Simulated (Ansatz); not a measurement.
# C2H5ClSi2: small, medium and large basis sets

The task here is to estimate one member of a computed series from the others.

Computed with Ansatz 0.2.0, Gaussian basis. Level: one geometry, several basis sets.

Levels to be run: PBE0-D4/def2-SVP; ωB97M-V/def2-SVP; PBE0-D4/def2-QZVPP; ωB97M-V/def2-QZVPP; CCSD(T)/cc-pV(D+d)Z; CCSD(T)/cc-pV(T+d)Z; CCSD(T)/cc-pV(Q+d)Z; the functionals' def2-TZVPP values are taken from earlier runs.

**The geometry**

The geometry comes from an earlier relaxation with PBE0-D4 in a triple-zeta def2 set; it is a stationary point, not always the lowest conformer.

SMILES `[SiH3]C#C[SiH2]Cl`, 10 atoms, charge 0, spin multiplicity 1.

Atoms are counted from 1 here; the program's logs count them from 0.

Bond lengths: Si1–C2 1.828 Å, Si1–H6 1.483 Å, Si1–H7 1.482 Å, Si1–H8 1.483 Å, C2–C3 1.214 Å, C3–Si4 1.817 Å, Si4–Cl5 2.049 Å, Si4–H9 1.478 Å, Si4–H10 1.478 Å. Angles: C2–Si1–H6 109.0°, C2–Si1–H7 108.8°, C2–Si1–H8 108.9°, H6–Si1–H7 110.1°, H6–Si1–H8 109.9°, H7–Si1–H8 110.1°, Si1–C2–C3 179.6°, C2–C3–Si4 179.5°, C3–Si4–Cl5 109.5°, C3–Si4–H9 109.6°, C3–Si4–H10 109.7°, Cl5–Si4–H9 108.4°, Cl5–Si4–H10 108.4°, H9–Si4–H10 111.2°.

The first run:

Input file in.yaml:

```yaml
crystal:
  periodic: [false, false, false]
  atoms:
    - {symbol: Si, position_ang: [-1.191244, -2.146646, 0.063736]}
    - {symbol: C, position_ang: [-0.299552, -0.550536, 0.062244]}
    - {symbol: C, position_ang: [0.296041, 0.507363, 0.053034]}
    - {symbol: Si, position_ang: [1.188043, 2.090269, 0.054782]}
    - {symbol: Cl, position_ang: [1.449073, 2.731922, -1.873913]}
    - {symbol: H, position_ang: [-2.503342, -1.966345, 0.730069]}
    - {symbol: H, position_ang: [-1.389240, -2.585220, -1.338397]}
    - {symbol: H, position_ang: [-0.383183, -3.147951, 0.800377]}
    - {symbol: H, position_ang: [2.519891, 1.909590, 0.670387]}
    - {symbol: H, position_ang: [0.396715, 3.106354, 0.780583]}
basis:
  gaussian: {orbitals: def2-SVP}
hamiltonian: {xc: pbe0, dispersion: d4}
output: {orbitals: {seedname: orbitals}}
```

On the command line:

```
ansatz run in.yaml --threads 2 --pin off --events-out ev --progress --plain --max-ram 32768MiB --backend cpu
```

Steps of the session up to this table: PBE0-D4 in def2-SVP; ωB97M-V in def2-SVP; PBE0-D4 in def2-QZVPP; ωB97M-V in def2-QZVPP.

One of the session's tables, all rows but one given; the rest of the session is left out.

| functional | basis | HOMO (eV) |
| --- | --- | --- |
| PBE0-D4 | def2-SVP | -8.36 |
| PBE0-D4 | def2-TZVPP | -8.41 |
| PBE0-D4 | def2-QZVPP | -8.42 |
| ωB97M-V | def2-SVP | -10.52 |
| ωB97M-V | def2-TZVPP | ? |
| ωB97M-V | def2-QZVPP | -10.61 |

**Question.** Estimate the row for ωB97M-V, def2-TZVPP.

The run gave: HOMO (eV): -10.60. In the column «HOMO (eV)» it lies between ωB97M-V, def2-QZVPP (-10.61) and ωB97M-V, def2-SVP (-10.52).
